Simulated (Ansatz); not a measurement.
**CHClFNO₂Zr: basis-set convergence**

The task here is to estimate one member of a computed series from the others.

Method: one geometry, several basis sets; program: Ansatz 0.2.0, Gaussian basis.

Levels to be run: PBE0-D4/def2-SVP; ωB97M-V/def2-SVP; PBE0-D4/def2-QZVPP; ωB97M-V/def2-QZVPP; the functionals' def2-TZVPP values are taken from earlier runs.

1 further run of the same task is left out (it didn't finish).

**The geometry**

An earlier PBE0-D4 in a triple-zeta def2 set relaxation fixed the geometry. Zr takes the def2 core potential; no spin-orbit term is included.

SMILES `O=C=[N][Zr]([OH])([F])[Cl]`, 8 atoms, charge 0, spin multiplicity 1.

Atoms are counted from 1 here; the program's logs count them from 0.

Bond lengths: O1–C2 1.163 Å, C2–N3 1.203 Å, N3–Zr4 2.031 Å, Zr4–O5 1.889 Å, Zr4–F6 1.895 Å, Zr4–Cl7 2.350 Å, O5–H8 0.953 Å. Angles: O1–C2–N3 179.8°, C2–N3–Zr4 176.8°, N3–Zr4–O5 109.6°, N3–Zr4–F6 109.1°, N3–Zr4–Cl7 109.4°, O5–Zr4–F6 109.1°, O5–Zr4–Cl7 109.9°, F6–Zr4–Cl7 109.7°, Zr4–O5–H8 178.1°.

Geometry (Å):

```mol
CHClFNO2Zr
  3D, bonds by distance, orders not assigned

  8  7  0  0  0  0  0  0  0  0999 V2000
   -1.9859   -2.6543    1.3163 O   0  0
   -1.2863   -1.7795    1.0039 C   0  0
   -0.5611   -0.8745    0.6845 N   0  0
    0.6161    0.6508    0.0417 Zr  0  0
    0.0904    1.1666   -1.6982 O   0  0
    0.4154    2.1260    1.2146 F   0  0
    2.8603   -0.0475    0.0250 Cl  0  0
   -0.1490    1.4124   -2.5878 H   0  0
  1  2  8  0
  2  3  8  0
  3  4  8  0
  4  5  8  0
  4  6  8  0
  4  7  8  0
  5  8  8  0
M  END
```

The first run:

Input file in.yaml:

```yaml
crystal:
  periodic: [false, false, false]
  atoms:
    - {symbol: O, position_ang: [-1.985882, -2.654269, 1.316304]}
    - {symbol: C, position_ang: [-1.286305, -1.779529, 1.003947]}
    - {symbol: N, position_ang: [-0.561100, -0.874498, 0.684490]}
    - {symbol: Zr, position_ang: [0.616105, 0.650765, 0.041728]}
    - {symbol: O, position_ang: [0.090396, 1.166574, -1.698247]}
    - {symbol: F, position_ang: [0.415383, 2.126047, 1.214593]}
    - {symbol: Cl, position_ang: [2.860347, -0.047501, 0.024985]}
    - {symbol: H, position_ang: [-0.148955, 1.412412, -2.587800]}
basis:
  gaussian: {orbitals: def2-SVP}
hamiltonian: {xc: pbe0, dispersion: d4}
output: {orbitals: {seedname: orbitals}}
```

Started as:

```bash
$ ansatz run in.yaml --threads 2 --pin off --events-out ev --progress --plain --max-ram 32768MiB --backend cpu
```

Steps of the session up to this table: PBE0-D4 in def2-SVP; ωB97M-V in def2-SVP; PBE0-D4 in def2-QZVPP; ωB97M-V in def2-QZVPP.

One of the session's tables, all rows but one given; the rest of the session is left out.

It belongs to the step «Functionals by basis». 

```
functional       basis  HOMO (eV)  LUMO (eV)
   PBE0-D4    def2-SVP      -8.86      -1.63
   PBE0-D4  def2-TZVPP          ?          ?
   PBE0-D4  def2-QZVPP      -8.98      -1.79
   ωB97M-V    def2-SVP     -11.02       0.50
   ωB97M-V  def2-TZVPP     -11.16       0.31
   ωB97M-V  def2-QZVPP     -11.19       0.18
```

Q: Estimate the row for PBE0-D4, def2-TZVPP from the others.

The run gave: HOMO (eV): -8.96; LUMO (eV): -1.77. In the column «HOMO (eV)» it lies between PBE0-D4, def2-QZVPP (-8.98) and PBE0-D4, def2-SVP (-8.86).
